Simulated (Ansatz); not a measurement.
# Al32In: the cost of one run

Method: DFT PBE, plane waves, PAW, scalar-relativistic, no spin polarisation, in Ansatz 0.2.0.

## 1. The starting structure

The cell holds 33 atoms (Al32In): a = 8.100 Å, b = 8.100 Å, c = 8.100 Å, α = 90.00°, β = 90.00°, γ = 90.00°.

The coordinates stand in the first input below.

## 2. Relaxing end A

input.yaml reads:

```yaml
crystal:
  lattice:
    - [8.1, 0.0, 0.0]
    - [0.0, 8.1, 0.0]
    - [0.0, 0.0, 8.1]
  atoms:
    - { symbol: Al, position: [0.5, 0.0, 0.0] }
    - { symbol: Al, position: [0.75, 0.25, 0.0] }
    - { symbol: Al, position: [0.75, 0.0, 0.25] }
    - { symbol: Al, position: [0.0, 0.0, 0.0] }
    - { symbol: Al, position: [0.25, 0.25, 0.0] }
    - { symbol: Al, position: [0.5, 0.5, 0.0] }
    - { symbol: Al, position: [0.75, 0.75, 0.0] }
    - { symbol: Al, position: [0.25, 0.0, 0.25] }
    - { symbol: Al, position: [0.5, 0.25, 0.25] }
    - { symbol: Al, position: [0.75, 0.5, 0.25] }
    - { symbol: Al, position: [0.5, 0.0, 0.5] }
    - { symbol: Al, position: [0.75, 0.25, 0.5] }
    - { symbol: Al, position: [0.75, 0.0, 0.75] }
    - { symbol: Al, position: [0.0, 0.5, 0.0] }
    - { symbol: Al, position: [0.25, 0.75, 0.0] }
    - { symbol: Al, position: [0.0, 0.25, 0.25] }
    - { symbol: Al, position: [0.25, 0.5, 0.25] }
    - { symbol: Al, position: [0.5, 0.75, 0.25] }
    - { symbol: Al, position: [0.0, 0.0, 0.5] }
    - { symbol: Al, position: [0.25, 0.25, 0.5] }
    - { symbol: Al, position: [0.5, 0.5, 0.5] }
    - { symbol: Al, position: [0.75, 0.75, 0.5] }
    - { symbol: Al, position: [0.25, 0.0, 0.75] }
    - { symbol: Al, position: [0.5, 0.25, 0.75] }
    - { symbol: Al, position: [0.75, 0.5, 0.75] }
    - { symbol: Al, position: [0.0, 0.75, 0.25] }
    - { symbol: Al, position: [0.0, 0.5, 0.5] }
    - { symbol: Al, position: [0.25, 0.75, 0.5] }
    - { symbol: Al, position: [0.0, 0.25, 0.75] }
    - { symbol: Al, position: [0.25, 0.5, 0.75] }
    - { symbol: Al, position: [0.5, 0.75, 0.75] }
    - { symbol: Al, position: [0.0, 0.75, 0.75] }
    - { symbol: In, position: [0.7462991, 0.4979605, 0.4963208] }
basis:
  ecutwfc: 420.0
kpoints:
  mp_grid: { grid: [2, 2, 2] }
hamiltonian:
  xc: pbe
  pseudopotentials: { kind: paw, azcp: { folder: soft_1 } }
scf:
  occupations: { method: gaussian, width: 0.05 }
  lower_state_search: "off"
relax:
  f_tol: 0.03
  max_steps: 60
  adjacent_minimum: "off"
```

Started as:

```console
> ansatz run input.yaml --threads 2 --pin off --max-ram 5120MiB --backend cpu --events-out ev --progress --plain --runs-dir out
```

**Question.** How long does this run take on 2 threads of Arm Neoverse V1, shared host, and how much memory does it need?

About 62 s, with a peak of 1 GiB.
